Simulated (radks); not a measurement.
# Numerical settings for Dy³⁺

How sensitive is the result for the dysprosium ion Dy3+ to mesh, mixing and thresholds? A default run comes first. The defaults are a mesh step of 0.008 in ln r, a mesh end at 40 bohr or more, Anderson mixing 0.5 over 9 steps and a tight residual threshold, with the energy settled to 1e-9 hartree as well; every run has a cap on iterations.

Program: radks (a radial shooting solver on a logarithmic mesh, Libxc functionals) version 1. Level of theory: Dirac Kohn-Sham, LDA (Slater exchange, Perdew-Wang correlation), spin-unpolarised, spherical densities, finite nucleus; open shells fill j = l - 1/2 first. These are calculated values, not measurements, unless marked.

### 1 Starting point

```
element            : dysprosium (Z = 66)
charge             : +3
electrons          : 63
configuration      : [Xe] 4f9
nuclear rms radius : 5.2218 fm
```

### 2 Default settings

Input:

```text
Z 66
configuration [Xe] 4f9
relativity Dirac
functional lda,pw
spin unpolarised
j_filling energy
nucleus finite rms 5.2218 fm
c 137.035999084
max_iterations 88
```

On the command line:

```console
$ python run_ks.py task.json out
```

All runs below come from this command, one after another.

### 3 Mesh step in ln r 0.05

Input: that of step 2 with these lines changed.

```diff
@@ -8,2 +8,3 @@
 c 137.035999084
+mesh_step 0.05
 max_iterations 88
```

### 4 Mesh step in ln r 0.005

Input: that of step 3 with these lines changed.

```diff
@@ -8,3 +8,3 @@
 c 137.035999084
-mesh_step 0.05
+mesh_step 0.005
 max_iterations 88
```

### 5 Mesh step in ln r 0.003

Input: that of step 4 with these lines changed.

```diff
@@ -8,3 +8,3 @@
 c 137.035999084
-mesh_step 0.005
+mesh_step 0.003
 max_iterations 88
```

### 6 Mesh end (bohr) 400

Input: that of step 5 with these lines changed.

```diff
@@ -8,3 +8,3 @@
 c 137.035999084
-mesh_step 0.003
+mesh_end 400
 max_iterations 88
```

### 7 Mesh end (bohr) 8

Input: that of step 6 with these lines changed.

```diff
@@ -8,3 +8,3 @@
 c 137.035999084
-mesh_end 400
+mesh_end 8
 max_iterations 88
```

### 8 Residual threshold 1e-16

Input: that of step 7 with these lines changed.

```diff
@@ -8,3 +8,3 @@
 c 137.035999084
-mesh_end 8
+threshold 1e-16
 max_iterations 88
```

### 9 Residual threshold 1e-13

Input: that of step 8 with these lines changed.

```diff
@@ -8,3 +8,3 @@
 c 137.035999084
-threshold 1e-16
+threshold 1e-13
 max_iterations 88
```

### 10 Mixing 0.2

Input: that of step 9 with these lines changed.

```diff
@@ -8,3 +8,3 @@
 c 137.035999084
-threshold 1e-13
+mixing 0.2
 max_iterations 88
```

### 11 Mixing history 1, mixing 1

Input: that of step 10 with these lines changed.

```diff
@@ -8,3 +8,4 @@
 c 137.035999084
-mixing 0.2
+history 1
+mixing 1
 max_iterations 88
```

### 12 Mixing history 1, mixing 0.2

Input: that of step 11 with these lines changed.

```diff
@@ -9,3 +9,3 @@
 history 1
-mixing 1
+mixing 0.2
 max_iterations 88
```

### 13 Mixing history 3

Input: that of step 12 with these lines changed.

```diff
@@ -8,4 +8,3 @@
 c 137.035999084
-history 1
-mixing 0.2
+history 3
 max_iterations 88
```

### 14 Iteration cap 2

Input: that of step 13 with these lines changed.

```diff
@@ -8,3 +8,2 @@
 c 137.035999084
-history 3
-max_iterations 88
+max_iterations 2
```

What does the calculation give? Wanted: for each run, setting; iterations; converged; change of E.

As calculated:

| setting | mesh points | iterations | converged | change of E (mhartree) | time |
| --- | --- | --- | --- | --- | --- |
| Default settings | 2213 | 15 | yes | 0 | 0.19 s |
| mesh step in ln r 0.05 | 354 | 15 | yes | +0.1309 | 0.05 s |
| mesh step in ln r 0.005 | 3540 | 15 | yes | 0 | 0.29 s |
| mesh step in ln r 0.003 | 5900 | 15 | yes | 0 | 0.48 s |
| mesh end (bohr) 400 | 2476 | 15 | yes | 0 | 0.2 s |
| mesh end (bohr) 8 | 1987 | 15 | yes | 0 | 0.18 s |
| residual threshold 1e-16 | 2213 | 88 | no | - | 0.53 s |
| residual threshold 1e-13 | 2213 | 22 | yes | 0 | 0.23 s |
| mixing 0.2 | 2213 | 17 | yes | 0 | 0.21 s |
| mixing history 1, mixing 1 | 2213 | 88 | no | - | 2.9 s |
| mixing history 1, mixing 0.2 | 2213 | 86 | yes | 0 | 0.74 s |
| mixing history 3 | 2213 | 17 | yes | 0 | 0.2 s |
| iteration cap 2 | 2213 | 2 | no | - | 0.04 s |

What this shows: A zero stands for a change under the printed digits. No run that converges misses the default energy by more than 1 mhartree. Not converged or rejected: residual threshold 1e-16; mixing history 1, mixing 1; iteration cap 2.
